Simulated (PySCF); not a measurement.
**Mo(OH)2: structure of the triplet**

The task is one start of a wider search on Mo(OH)2: the triplet, from a PBE0 minimum start. It is relaxed, tested by its Hessian and followed downhill if it is a saddle.

The runs use PySCF 2.14.0; PBE0, basis Mo def2-SVP with ECP28, O def2-SVP, H def2-SVP, scalar-relativistic core potentials, no spin–orbit coupling, density fitting.

### Step 1. Where the work starts

5 atoms, charge 0, spin multiplicity 3.

Bond lengths: Mo1–O2 1.816 Å, Mo1–O3 1.816 Å, O2–H4 0.961 Å, O3–H5 0.961 Å. Angles: O2–Mo1–O3 163.5°, Mo1–O2–H4 162.9°, Mo1–O3–H5 162.9°.

```xyz
5
charge 0 multiplicity 3
Mo   -0.0003    0.0737   -0.0001
O    -0.3354   -0.1862    1.7655
O     0.3368   -0.1862   -1.7652
H    -0.4961   -0.5977    2.6186
H     0.5007   -0.5977   -2.6177
```

### Step 2. The SCF at the typed geometry

One driver script runs all steps and calls PySCF; scf.py shows how it sets up the SCF of each step. The optimiser is the driver's own. After this first run the driver tries any further starts and a stability analysis.

Input file scf.py:

```python
from pyscf import gto, scf, dft
mol = gto.M(atom='''
Mo    -0.000281     0.073704    -0.000053
O     -0.335356    -0.186249     1.765464
O      0.336775    -0.186249    -1.765194
H     -0.496144    -0.597696     2.618602
H      0.500698    -0.597696    -2.617735''',
    basis={'Mo': 'def2-SVP', 'O': 'def2-SVP', 'H': 'def2-SVP'},
    ecp={'Mo': 'def2-SVP'},
    charge=0, spin=2)
mf = dft.UKS(mol, xc='PBE0')
mf.grids.atom_grid = (50, 194)
aux = {'Mo': 'def2-universal-JKFIT', 'O': 'def2-universal-JKFIT', 'H': 'def2-universal-JKFIT'}
mf = mf.density_fit(auxbasis=aux)
mf.conv_tol = 1e-08
mf.diis_space = 10
mf.max_cycle = 60
mf.init_guess = 'minao'
mf.verbose = 4
mf.kernel()
```

Run with:

```
OMP_NUM_THREADS=2 python axn.py task.json out
```

The runs that follow: PBE0 minimum start, triplet: relaxation; Vibrations and properties at this point.

Before running it: what results should come out? Wanted: minimum; geometry; wavenumbers; dipole moment; highest occupied, lowest empty level; polar-tensor charge of Mo1; zero-point energy; atomisation energy; ⟨S²⟩.

The runs gave:

| quantity | value |
| --- | --- |
| minimum | triplet, C2v |
| geometry | Mo–O 1.816 Å (×2), O–H 0.961 Å (×2); H–O–Mo 162.0° (×2), O–Mo–O 162.7° |
| wavenumbers (cm⁻¹) | 79 (a1), 506 (a2), 531 (b2), 565 (b1), 581 (a1), 775 (a1), 802 (b2), 3940 (b2), 3946 (a1) |
| dipole moment | 1.41 D |
| highest occupied, lowest empty level (either spin) | -4.46, -1.76 eV |
| polar-tensor charge of Mo1 | +0.67 e |
| zero-point energy | 70.1 kJ/mol |
| entropy at 298.15 K | 292.8 J/(mol K) |
| atomisation energy (no zero-point energy) | 1587 kJ/mol |
| ⟨S²⟩ | 2.019 |

The molecule stays C2v, as typed, and the end point is a minimum. In the infrared the band at 3940 cm⁻¹ (b2) leads. Most of the spin sits on Mo1 (Mulliken spin 2.13, against 2 for the whole molecule). The first SCF alone would have been 20 kJ/mol too high. Only this shape and spin were tried, so other structures or states may lie lower. One determinant may miss the lowest occupation of an open d or f shell.
